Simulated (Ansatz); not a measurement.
# Cl2HInS: a ladder of functionals and wavefunction methods

How much do the methods differ for Cl2HInS? The plan is to run it at one geometry with functionals of several rungs and with coupled cluster, and see how far each lands from CCSD(T) at the basis-set limit for the atomisation energy.

Computed with Ansatz 0.2.0, Gaussian basis. Level: functionals in def2-TZVPP, the program's frozen cores in correlated methods.

Levels to be run: LDA (SPW92), PBE-D4, revPBE-D4, BLYP-D4, r2SCAN-D4, B97M-V, PBE0-D4, B3LYP-D4, r2SCANh-D4, r2SCAN0-D4, HSE06-D4, BHLYP-D4, CAM-B3LYP-D4, LC-ωPBE, ωB97X-V, ωB97M-V, B2PLYP, PBE-QIDH; CCSD(T)/def2-SVP; CCSD(T)/def2-TZVPP; MP2/def2-QZVPP; extrapolation to the limit; RPA on PBE.

## 1. Structure used throughout

All runs share one geometry, relaxed beforehand with PBE0-D4 in a triple-zeta def2 set. In takes the def2 core potential; no spin-orbit term is included.

SMILES `[SH][In]([Cl])[Cl]`, 5 atoms, charge 0, spin multiplicity 1.

Atoms are counted from 1 here; the program's logs count them from 0.

Bond lengths: S1–In2 2.353 Å, S1–H5 1.345 Å, In2–Cl3 2.303 Å, In2–Cl4 2.309 Å. Angles: In2–S1–H5 92.0°, S1–In2–Cl3 121.9°, S1–In2–Cl4 121.0°, Cl3–In2–Cl4 117.1°.

## 2. LDA

This LDA is Slater exchange with PW92 correlation.

in.yaml

```yaml
crystal:
  periodic: [false, false, false]
  atoms:
    - {symbol: S, position_ang: [-0.110583, 1.747653, 0.701554]}
    - {symbol: In, position_ang: [0.321077, -0.459867, 0.009322]}
    - {symbol: Cl, position_ang: [2.156403, -1.632505, 0.757060]}
    - {symbol: Cl, position_ang: [-1.092725, -1.543321, -1.459499]}
    - {symbol: H, position_ang: [-1.224273, 1.814440, -0.049839]}
basis:
  gaussian: {orbitals: def2-TZVPP}
hamiltonian: {xc: lda}
output: {orbitals: {seedname: orbitals}}
```

Further steps of the session: PBE-D4 (GGA); revPBE-D4 (GGA); BLYP-D4 (GGA); r2SCAN-D4 (meta-GGA); B97M-V (meta-GGA); PBE0-D4 (hybrid); B3LYP-D4 (hybrid); r2SCANh-D4 (hybrid); r2SCAN0-D4 (hybrid); HSE06-D4 (hybrid); BHLYP-D4 (hybrid); CAM-B3LYP-D4 (range-separated); LC-ωPBE-D4 (range-separated); ωB97X-V (range-separated); ωB97M-V (range-separated); B2PLYP (double hybrid); PBE-QIDH (double hybrid); CCSD(T) in def2-SVP; CCSD(T) in def2-TZVPP; MP2 in def2-QZVPP; RPA on PBE orbitals.

**Question.** What will the summary of the whole plan be? Wanted: atomisation energy, CCSD(T)/CBS; farthest beyond LDA; mean size of error, GGA; mean size of error, meta-GGA; mean size of error, hybrid; mean size of error, range-separated; mean size of error, double hybrid; gap, smallest and largest; T1 diagnostic.

**Answer**, as computed:

```
                               quantity                                                                value
        atomisation energy, CCSD(T)/CBS                                                        1309.8 kJ/mol
 functionals within 13.1 kJ/mol (1.0 %)  PBE-D4, r2SCAN-D4, r2SCANh-D4, HSE06-D4, ωB97X-V, ωB97M-V, PBE-QIDH
                    farthest beyond LDA                                              BHLYP-D4 (-76.1 kJ/mol)
                mean size of error, GGA                                                          37.7 kJ/mol
           mean size of error, meta-GGA                                                          13.3 kJ/mol
             mean size of error, hybrid                                                          31.4 kJ/mol
    mean size of error, range-separated                                                          21.5 kJ/mol
      mean size of error, double hybrid                                                          34.7 kJ/mol
              gap, smallest and largest                            3.58 eV (LDA (SPW92)), 10.78 eV (LC-ωPBE)
                          T1 diagnostic                                                               0.0128
triples share of the correlation energy                                                                4.0 %
```

**Reading.** The LDA atomisation energy is off by 191.4 kJ/mol (15 %): it overbinds. PBE-D4 misses by +1.2 kJ/mol. Double hybrids carry the basis error of their MP2 part in triple zeta, and no dispersion term here, so their miss is partly the set-up's. By mean error the best rung here is meta-GGA (13.3 kJ/mol) and the worst beyond LDA is GGA (37.7 kJ/mol). Misses under about 13.1 kJ/mol are within the doubt on the reference itself, which lacks core-valence correlation, spin-orbit coupling and higher excitations, and its outer-core shells are covered unevenly. All levels share the lack of spin-orbit coupling, which lowers the free heavy atoms and so the true binding. Hartree-Fock recovers 70 % of the binding; the rest is correlation. CCSD(T) in def2-SVP is off by -135.4 kJ/mol, which most functionals beat. Orbital gaps span 3.6 to 10.8 eV; exact exchange widens them. Correlated methods include outer-core shells of In, which these sets cover unevenly.
